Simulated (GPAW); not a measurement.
The system is Sn.

```xyz
2
Lattice="-2.9196 2.9196 1.5938 2.9196 -2.9196 1.5938 2.9196 2.9196 -1.5938" Properties=species:S:1:pos:R:3 pbc="T T T"
Sn    0.0000    0.0000    0.0000
Sn    0.0000    2.9196    0.7969
```

Base run:

- Program: GPAW 26.7.0
- Functional: LDA
- Potentials or basis: the program's PAW data sets (release 1.2.1) made for this functional
- Cutoff: 600 eV
- Basis: pw
- k mesh: 8 × 8 × 10
- Occupations: fermi-dirac, width 0.05 eV
- Spin: no spin polarisation

Its results: band gap on the k mesh none (metal or under the smearing width); pressure -2.3 GPa.

Problem. The run is repeated on the same cell with these changes: functional from LDA to PBE; potentials or basis from the program's PAW data sets (release 1.2.1) made for this functional to GPAW PAW data sets (gpaw-data 1.2.1). What comes out?

Solution. Band gap on the k mesh none (metal or under the smearing width); pressure 2.1 GPa.
